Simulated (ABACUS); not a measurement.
# NaLaMnMoO6 under changes of volume

One of the cells (12.482 Å³/atom); the others are scaled copies at fixed shape and fractional positions:

```
Na La Mn Mo O
1.0
     5.55735    0.00000    0.00053
     0.00000    5.59794    0.00000
    -0.06290    0.00000    8.02462
Na La Mn Mo O
2 2 2 2 12
Cartesian
  4.1371 2.8870 4.0066
  1.3574 0.0880 4.0185
  1.3662 5.3682 8.0197
  4.1282 2.5692 0.0054
  1.3603 2.7297 2.0550
  4.1342 5.5286 5.9702
  4.1820 5.5792 2.1743
  1.3124 2.7803 5.8509
  3.7112 5.4765 3.9373
  0.1716 4.5353 2.2249
  5.1703 1.6184 2.2495
  2.6448 1.1737 1.5989
  3.0125 4.1180 1.6116
  4.6099 0.1018 0.0319
  1.7833 2.6775 4.0878
  5.3228 1.7363 5.8002
  0.3241 4.4173 5.7757
  2.8496 3.9726 6.4262
  2.4819 1.3190 6.4136
  0.8845 2.9007 7.9933
```

The cell was built by a generator and needn't be a form met in nature.

```yaml
Program: ABACUS 3.10.1
Functional: PBE
Potentials_or_basis: SG15 ONCV 1.2 PBE
Cutoff: 1510 eV
Density_cutoff: 6041 eV
Basis: TZDP LCAO (the cutoffs set its grid)
k_mesh: 4 × 4 × 3
Occupations: fermi-dirac, width 0.05 eV
Spin: collinear spin, ferromagnetic start
Starting_moments: "[0.0, 0.0, 0.0, 0.0, 4.0, 4.0, 1.0, 1.0, 0.0, 0.0, 0.0, 0.0, 0.0, 0.0, 0.0, 0.0, 0.0, 0.0, 0.0, 0.0] μB"
```

```csv
volume (Å³/atom),energy over the lowest point (meV/atom),pressure (GPa),moment (μB per cell),gap on the mesh (eV),largest force (eV/Å)
11.733,31.01,13.0,9.97,0.18,1.263
11.983,14.24,8.5,9.98,0.23,0.820
12.233,4.15,4.5,9.99,0.28,0.413
12.482,0.00,0.9,9.99,0.33,0.132
12.732,?,?,?,?,?
12.981,7.16,-5.3,10.00,0.40,0.634
13.231,17.43,-7.9,10.00,0.44,0.931
```

Question: What does the run at 12.732 Å³/atom give?

Answer: Energy over the lowest point 1.18 meV/atom; pressure -2.4 GPa; moment 9.99 μB per cell; gap on the mesh 0.37 eV; largest force 0.312 eV/Å.

Worked out: A Birch-Murnaghan fit of order 3 (a polynomial in V^(-2/3)) to the other rows has its minimum at 12.55 Å³/atom with B0 = V·E''(V) = 167 GPa and B' = 4.5 at fixed shape and positions, which overstates the stiffness. It gives 1.20 meV/atom at 12.732 Å³/atom, against the run's 1.18, and -dE/dV = -2.4 GPa, against -2.4. A parabola through the other rows of the gap, of slope 2 eV per unit of ln V there, gives 0.37 eV, against the run's 0.37. A straight line through the other rows of the moment, of slope 0.0192 μB per Å³/atom, gives 9.99 μB, against the run's 9.99.

Energies are extrapolated to zero smearing.

Caveats: the atomic orbitals were generated for these runs and aren't a published set; spin-orbit coupling is left out, which moves the levels of the heavy elements; an odd mesh through Γ misses points on the zone boundary, where band edges often lie; the basis of atomic orbitals isn't converged, which shifts pressures, moduli and gaps; only a ferromagnetic start was run, and an antiferromagnetic order may lie lower in energy; forces of over 1 eV/Å show positions far from the minimum, so gaps and moduli don't describe the material at rest (some runs).
